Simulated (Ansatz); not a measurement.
# C2H9NOSi2: the cost of one run

All numbers below are computed with Ansatz 0.2.0 (RKS revPBE-D4/6-31G).

## Step 1: The system as given

Bond lengths (14 of 15 bonds, heavy atoms first): C1–Si2 1.842 Å, Si2–Si3 2.253 Å, Si2–C4 1.840 Å, Si3–C4 1.760 Å, C4–N5 1.516 Å, C4–O6 1.469 Å, C1–H7 1.116 Å, C1–H8 1.047 Å, C1–H9 1.107 Å, Si2–H10 1.513 Å, Si3–H11 1.523 Å, Si3–H12 1.481 Å, N5–H13 0.984 Å, N5–H14 1.031 Å. Angles (14 of 28 angles, heavy atoms first): C1–Si2–Si3 112.2°, C1–Si2–C4 121.9°, Si3–Si2–C4 49.7°, Si2–Si3–C4 52.9°, Si2–C4–Si3 77.5°, Si2–C4–N5 116.4°, Si2–C4–O6 115.2°, Si3–C4–N5 120.7°, Si3–C4–O6 118.9°, N5–C4–O6 106.3°, C1–Si2–H10 118.2°, Si3–Si2–H10 114.4°, C4–Si2–H10 118.9°, Si2–C1–H7 109.4°.

As a file:

```xyz
15

C    -0.0344   -2.2282   -0.2819
Si    0.0220   -0.7746    0.8473
Si    1.5146    0.7713    0.1699
C    -0.2354    0.9416    0.2363
N    -1.0467    1.0903   -1.0355
O    -0.8216    1.8705    1.2113
H    -0.0509   -1.8756   -1.3411
H     0.7915   -2.8603   -0.1637
H    -0.9985   -2.7383   -0.0908
H     0.0167   -1.0277    2.3385
H     2.2610    1.5698    1.2304
H     2.0768    0.6932   -1.1977
H    -0.6820    0.6048   -1.8100
H    -1.0385    2.0893   -1.2900
H    -1.7965    1.8231    1.2066
```

## Step 2: Relaxing end A

The input, input.yaml:

```yaml
crystal:
  periodic: [false, false, false]
  atoms:
    - { symbol: C, position_ang: [-0.0344, -2.2282, -0.2819] }
    - { symbol: Si, position_ang: [0.022, -0.7746, 0.8473] }
    - { symbol: Si, position_ang: [1.5146, 0.7713, 0.1699] }
    - { symbol: C, position_ang: [-0.2354, 0.9416, 0.2363] }
    - { symbol: "N", position_ang: [-1.0467, 1.0903, -1.0355] }
    - { symbol: O, position_ang: [-0.8216, 1.8705, 1.2113] }
    - { symbol: H, position_ang: [-0.0509, -1.8756, -1.3411] }
    - { symbol: H, position_ang: [0.7915, -2.8603, -0.1637] }
    - { symbol: H, position_ang: [-0.9985, -2.7383, -0.0908] }
    - { symbol: H, position_ang: [0.0167, -1.0277, 2.3385] }
    - { symbol: H, position_ang: [2.261, 1.5698, 1.2304] }
    - { symbol: H, position_ang: [2.0768, 0.6932, -1.1977] }
    - { symbol: H, position_ang: [-0.682, 0.6048, -1.81] }
    - { symbol: H, position_ang: [-1.0385, 2.0893, -1.29] }
    - { symbol: H, position_ang: [-1.7965, 1.8231, 1.2066] }
basis:
  gaussian: { orbitals: "6-31G" }
hamiltonian:
  xc: revpbe
  dispersion: d4
relax:
  f_tol: 0.015
  max_steps: 40
```

Run with:

```console
$ ansatz run input.yaml --threads 1 --pin off --max-ram 2048MiB --backend cpu --events-out ev --progress --plain --runs-dir out
```

Q: Estimate wall time and peak memory on 1 thread of Intel Xeon 6975P-C (Granite Rapids), shared host.

About 91 s, with a peak of 0.17 GiB.
